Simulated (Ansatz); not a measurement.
# Ca (Calcium): the cost of one run

Program: Ansatz 0.2.0. Level of theory: DFT LDA, scalar-relativistic, plane waves, PAW. These are calculated values, not measurements.

2 further runs of the same task are left out: 2 set aside as unsound or not needed.

### 1 The starting structure

The structure is cubic, space group Fm-3m (No. 225). Conventional cell: a = 5.339 Å, b = 5.339 Å, c = 5.339 Å, α = 90.00°, β = 90.00°, γ = 90.00°. Ca (site symmetry m-3m) has 12 Ca at 3.78 Å as nearest neighbours.

Structure file:

```
CELL_PARAMETERS angstrom
0.00000 2.66938 2.66938
2.66938 0.00000 2.66938
2.66938 2.66938 0.00000
ATOMIC_POSITIONS crystal
Ca 0.00000 0.00000 0.00000
```

It is the result of an earlier relaxation at this level (volume 38.04 Å³/atom; gap on the mesh: none (metal)).

### 2 The bulk in the cell of the plane

Contents of input.yaml:

```yaml
crystal:
  lattice:
    - [3.7750735677, 0.0, 0.0]
    - [0.0, 3.7750735677, 0.0]
    - [1.8875367839, 1.8875367839, 2.6693801192]
  atoms:
    - { symbol: Ca, position: [0.0, 0.0, 0.0] }
basis:
  ecutwfc: 420
kpoints:
  mp_grid: { grid: [9, 9, 13] }
hamiltonian:
  xc: lda
scf:
  occupations: { method: gaussian, width: 0.1 }
output:
  forces: true
  stress: true
  eigenvalues: true
```

Command:

```console
ansatz run input.yaml --threads 1 --pin off --max-ram 2560MiB --backend cpu --events-out ev --progress --plain --runs-dir out
```

Q: Estimate wall time and peak memory on 1 thread of Intel Xeon at 2.50GHz (Skylake/Cascade Lake), shared host.

About 9.3 s, with a peak of 0.39 GiB.
